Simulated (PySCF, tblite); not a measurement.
**C6H16AlP: geometry, infrared bands and NMR shifts**

Aim: predict the infrared bands and NMR shifts of C6H16AlP (`C[C@@H]1CCC[P@+]1(C)[AlH3-]`).

Computed with tblite 0.8.0 and PySCF 2.14.0, with density-fitted response routines of our own, on a single molecule in the gas phase. Atoms are numbered from 0 throughout.

## 1. Starting geometry

24 atoms, charge 0, multiplicity 1; geometry from: force field or distance geometry start.

Bonds of the start (Å): C0–C1 1.51, C1–C2 1.48, C2–C3 1.49, C3–C4 1.48, C4–P5 1.81, P5–C6 1.78, P5–Al7 2.26, P5–C1 1.82, C0–H8 1.11, C0–H9 1.12, C0–H10 1.11, C1–H11 1.10, C2–H12 1.11, C2–H13 1.12, C3–H14 1.11, C3–H15 1.11, C4–H16 1.12, C4–H17 1.10, C6–H18 1.13, C6–H19 1.11, C6–H20 1.12, Al7–H21 1.61, Al7–H22 1.59, Al7–H23 1.62.

## 2. Optimising the geometry with GFN2-xTB

Job settings and geometry (Å):

```
{"job": {"kind": "relax", "xc": "GFN2-xTB", "basis": "xTB"}, "charge": 0, "multiplicity": 1}
C     -0.879100    -1.424100     1.517700
C     -0.992900    -0.183900     0.664000
C     -1.501100    -0.411900    -0.702600
C     -1.163500     0.706500    -1.620400
C     -0.047200     1.538000    -1.103600
P      0.639600     0.480400     0.201600
C      1.465700     1.376100     1.494300
Al     1.821600    -1.206100    -0.725800
H     -0.277000    -2.230200     1.045500
H     -0.353700    -1.144800     2.464500
H     -1.881800    -1.797000     1.826800
H     -1.567300     0.618300     1.140200
H     -1.025300    -1.335900    -1.084200
H     -2.602000    -0.598200    -0.751700
H     -0.823000     0.259200    -2.577500
H     -2.090500     1.267100    -1.862200
H     -0.495100     2.444100    -0.619700
H      0.723200     1.797600    -1.850000
H      0.715000     2.003000     2.050700
H      1.945100     0.715100     2.247700
H      2.223400     2.109700     1.129600
H      1.268400    -1.430200    -2.224700
H      3.391900    -0.944000    -0.698500
H      1.493800    -2.589200     0.046000
```

On the command line:

```bash
$ OMP_NUM_THREADS=1 python probes_run.py task.json out
```

The driver reads the jobs from task.json and runs them one after another.

**Question.** This job is followed by: GFN2-xTB harmonic vibrations, gas phase; GIAO PBE0/pcSseg-1 NMR shielding, non-relativistic, gas phase. Predict these results of the whole session: strongest single infrared mode (GFN2-xTB); zero-point energy (GFN2-xTB); 13C shifts against TMS (PBE0/pcSseg-1); 1H shifts against TMS (PBE0/pcSseg-1, means over atoms taken as alike); 31P shifts against H3PO4 (PBE0/pcSseg-1); 27Al shifts against AlH4- (PBE0/pcSseg-1).

As calculated:

| quantity | value |
| --- | --- |
| strongest single infrared mode (GFN2-xTB) | 733 cm⁻¹, 928 km/mol |
| zero-point energy (GFN2-xTB) | 122.3 kcal/mol |
| 13C shifts against TMS (PBE0/pcSseg-1) | 42.6, 40.5, 34.6, 31.5, 20.1, 12.6 ppm |
| 1H shifts against TMS (PBE0/pcSseg-1, means over atoms taken as alike) | 3.90, 2.33, 2.16, 2.04, 1.74, 1.74, 1.72, 1.63, 1.60, 1.38 ppm |
| 31P shifts against H3PO4 (PBE0/pcSseg-1) | -32.5 ppm |
| 27Al shifts against AlH4- (PBE0/pcSseg-1) | 44.3 ppm |

In words: Relaxing lowered the energy by 1.304 eV in 186 steps; the close pair that moved most is P5–Al7, from 2.259 to 2.476 Å. No mode is imaginary among the 66: a minimum at this level. The strongest single mode, at 733 cm⁻¹, has its largest shares on H22, H21 and H23 (the list is cut at 3 atoms). GFN2-xTB is a fitted tight-binding method: band positions and strengths are rough. Its intensities can rank the bands wrongly. At PBE0/pcSseg-1: The widest tensor belongs to P5: span 157 ppm, with a paramagnetic part of -620 ppm.
